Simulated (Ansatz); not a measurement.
# C₂H₄FNOSi: one species, many methods

One table from this session's results is given with a row withheld; the runs are named, their logs left out.

Method: functionals in def2-TZVPP, the program's frozen cores in correlated methods; program: Ansatz 0.2.0, Gaussian basis.

The runs, in order: PBE-D4, r2SCAN-D4, PBE0-D4, B3LYP-D4, ωB97X-V, ωB97M-V, B2PLYP; CCSD(T)/def2-TZVPP; MP2/def2-QZVPP; extrapolation to the limit.

## Structure used throughout

An earlier PBE0-D4 in a triple-zeta def2 set relaxation fixed the geometry.

SMILES `O[SiH]1C=C(F)N1`, 10 atoms, charge 0, spin multiplicity 1.

Atoms are counted from 1 here; the program's logs count them from 0.

Bond lengths: O1–Si2 1.630 Å, O1–H7 0.959 Å, Si2–C3 1.826 Å, Si2–N6 1.794 Å, Si2–H8 1.475 Å, C3–C4 1.348 Å, C3–H9 1.075 Å, C4–F5 1.322 Å, C4–N6 1.389 Å, N6–H10 1.011 Å. Angles: Si2–O1–H7 117.3°, O1–Si2–C3 123.4°, O1–Si2–N6 116.7°, O1–Si2–H8 104.9°, C3–Si2–N6 77.8°, C3–Si2–H8 119.7°, N6–Si2–H8 112.5°, Si2–C3–C4 84.5°, Si2–C3–H9 146.7°, C4–C3–H9 128.8°, C3–C4–F5 129.6°, C3–C4–N6 112.2°, F5–C4–N6 118.2°, Si2–N6–C4 84.6°, Si2–N6–H10 128.0°, C4–N6–H10 117.0°.

Set-up of the first run:

Contents of in.yaml:

```yaml
crystal:
  periodic: [false, false, false]
  atoms:
    - {symbol: O, position_ang: [0.053655, -1.764218, 1.443094]}
    - {symbol: Si, position_ang: [-0.396354, -0.356449, 0.754589]}
    - {symbol: C, position_ang: [0.785834, 0.949973, 0.275656]}
    - {symbol: C, position_ang: [0.293774, 0.759943, -0.964577]}
    - {symbol: F, position_ang: [0.510868, 1.449081, -2.071608]}
    - {symbol: N, position_ang: [-0.545696, -0.345054, -1.033187]}
    - {symbol: H, position_ang: [0.884008, -2.148509, 1.154855]}
    - {symbol: H, position_ang: [-1.656043, 0.010218, 1.429087]}
    - {symbol: H, position_ang: [1.540036, 1.643717, 0.601677]}
    - {symbol: H, position_ang: [-1.386881, -0.249902, -1.586584]}
basis:
  gaussian: {orbitals: def2-TZVPP}
hamiltonian: {xc: pbe, dispersion: d4}
output: {forces: true, orbitals: {seedname: orbitals}}
```

The run is started by

```bash
> ansatz run in.yaml --threads 4 --pin off --events-out ev --progress --plain --max-ram 10444MiB
```

Among the steps run: PBE-D4 (GGA); r2SCAN-D4 (meta-GGA); PBE0-D4 (hybrid); B3LYP-D4 (hybrid); ωB97X-V (range-separated); ωB97M-V (range-separated); B2PLYP (double hybrid); CCSD(T) in def2-TZVPP; MP2 in def2-QZVPP.

One table of the session follows, with a row left open; its other results are not shown here.

```
            method  atomisation energy (eV)
            PBE-D4                   43.783
         r2SCAN-D4                   42.494
           PBE0-D4                   42.523
          B3LYP-D4                        ?
           ωB97X-V                   42.519
           ωB97M-V                   42.560
            B2PLYP                   41.850
     HF/def2-TZVPP                   28.900
    MP2/def2-TZVPP                   42.323
   CCSD/def2-TZVPP                   40.051
CCSD(T)/def2-TZVPP                   40.926
           MP2/CBS                   43.702
       CCSD(T)/CBS                   42.305
```

Estimate the missing values for B3LYP-D4.

**Answer.** atomisation energy (eV): 42.209. In the column «atomisation energy (eV)» it lies between B2PLYP (41.850) and CCSD(T)/CBS (42.305).

Caveats from the session: Free atoms (1 O, 1 Si, 2 C, 1 F, 1 N, 4 H) were run apart at each level; the atomisation energy is their sum less the molecule, without zero-point or spin-orbit terms.
